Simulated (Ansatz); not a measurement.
**CCl2GeN radical: basis-set convergence**

One table from this session's results is given with a row withheld; the runs are named, their logs left out.

Program: Ansatz 0.2.0, Gaussian basis. Level of theory: one geometry, several basis sets. These are calculated values, not measurements.

The runs, in order: PBE0-D4/def2-SVP; ωB97M-V/def2-SVP; PBE0-D4/def2-QZVPP; ωB97M-V/def2-QZVPP; the functionals' def2-TZVPP values are taken from earlier runs.

### The relaxed structure

An earlier PBE0-D4 in a triple-zeta def2 set relaxation fixed the geometry.

SMILES `N#[C][Ge]([Cl])[Cl]`, 5 atoms, charge 0, spin multiplicity 2.

Atoms are counted from 1 here; the program's logs count them from 0.

Bond lengths: N1–C2 1.153 Å, C2–Ge3 1.927 Å, Ge3–Cl4 2.135 Å, Ge3–Cl5 2.135 Å. Angles: N1–C2–Ge3 173.8°, C2–Ge3–Cl4 106.8°, C2–Ge3–Cl5 106.8°, Cl4–Ge3–Cl5 110.5°.

Set-up of the first run:

Input file in.yaml:

```yaml
crystal:
  periodic: [false, false, false]
  atoms:
    - {symbol: N, position_ang: [1.425156, -1.439390, 1.265031]}
    - {symbol: C, position_ang: [0.675449, -0.725923, 0.757191]}
    - {symbol: Ge, position_ang: [-0.666442, 0.489745, 0.096383]}
    - {symbol: Cl, position_ang: [-1.754305, -0.553421, -1.415101]}
    - {symbol: Cl, position_ang: [0.369942, 2.155388, -0.744905]}
basis:
  gaussian: {orbitals: def2-SVP}
magnetization: {spin_polarized: true, initial_magnetization: 1}
hamiltonian: {xc: pbe0, dispersion: d4}
output: {orbitals: {seedname: orbitals}}
```

The run is started by

```
$ ansatz run in.yaml --threads 4 --pin off --events-out ev --progress --plain --max-ram 10444MiB
```

Steps of the session up to this table: PBE0-D4 in def2-SVP; ωB97M-V in def2-SVP; PBE0-D4 in def2-QZVPP; ωB97M-V in def2-QZVPP.

One table of the session follows, with a row left open; its other results are not shown here.

It belongs to the step «Functionals by basis». 

```
functional       basis  HOMO (eV)  LUMO (eV)
   PBE0-D4    def2-SVP      -7.79      -4.65
   PBE0-D4  def2-TZVPP      -7.91      -4.75
   PBE0-D4  def2-QZVPP          ?          ?
   ωB97M-V    def2-SVP      -9.74      -2.76
   ωB97M-V  def2-TZVPP      -9.89      -2.93
   ωB97M-V  def2-QZVPP      -9.94      -2.99
```

Estimate the missing values for PBE0-D4, def2-QZVPP.

**Answer.** HOMO (eV): -7.94; LUMO (eV): -4.78. In the column «HOMO (eV)» it lies between ωB97M-V, def2-SVP (-9.74) and PBE0-D4, def2-TZVPP (-7.91).
